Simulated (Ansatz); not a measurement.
# CH4BNO: the cost of one run

Method: RKS B3LYP/def2-SVP, in Ansatz 0.2.0.

## 1. The structure to begin with

Bond lengths: O1–C2 1.364 Å, C2–B3 1.532 Å, C2–N4 1.391 Å, B3–N4 1.474 Å, O1–H5 1.047 Å, C2–H6 1.124 Å, B3–H7 1.233 Å, N4–H8 1.061 Å. Angles: O1–C2–B3 110.5°, O1–C2–N4 113.8°, O1–C2–H6 120.9°, B3–C2–N4 60.3°, B3–C2–H6 120.5°, N4–C2–H6 116.2°, C2–O1–H5 105.0°, C2–B3–N4 55.1°, C2–B3–H7 152.3°, N4–B3–H7 152.6°, C2–N4–B3 64.6°, C2–N4–H8 109.6°, B3–N4–H8 106.0°.

Structure file:

```xyz
8

O    -0.4119    0.7607   -1.0633
C    -0.0338    0.4777    0.2158
B     1.0129   -0.6411    0.2321
N    -0.3956   -0.7974    0.6386
H    -1.3324    1.2507   -0.9714
H    -0.0261    1.2777    1.0051
H     2.1520   -1.0722    0.0432
H    -0.8729   -1.3132   -0.1559
```

## 2. End point A

input.yaml reads:

```yaml
crystal:
  periodic: [false, false, false]
  atoms:
    - { symbol: O, position_ang: [-0.4119, 0.7607, -1.0633] }
    - { symbol: C, position_ang: [-0.0338, 0.4777, 0.2158] }
    - { symbol: B, position_ang: [1.0129, -0.6411, 0.2321] }
    - { symbol: "N", position_ang: [-0.3956, -0.7974, 0.6386] }
    - { symbol: H, position_ang: [-1.3324, 1.2507, -0.9714] }
    - { symbol: H, position_ang: [-0.0261, 1.2777, 1.0051] }
    - { symbol: H, position_ang: [2.152, -1.0722, 0.0432] }
    - { symbol: H, position_ang: [-0.8729, -1.3132, -0.1559] }
basis:
  gaussian: { orbitals: def2-SVP }
hamiltonian:
  xc: b3lyp
relax:
  f_tol: 0.015
  max_steps: 40
```

On the command line:

```bash
$ ansatz run input.yaml --threads 1 --pin off --max-ram 2048MiB --backend cpu --events-out ev --progress --plain --runs-dir out
```

Q: Estimate wall time and peak memory on 1 thread of an Arm CPU, shared host.

About 30 s, with a peak of 0.14 GiB.
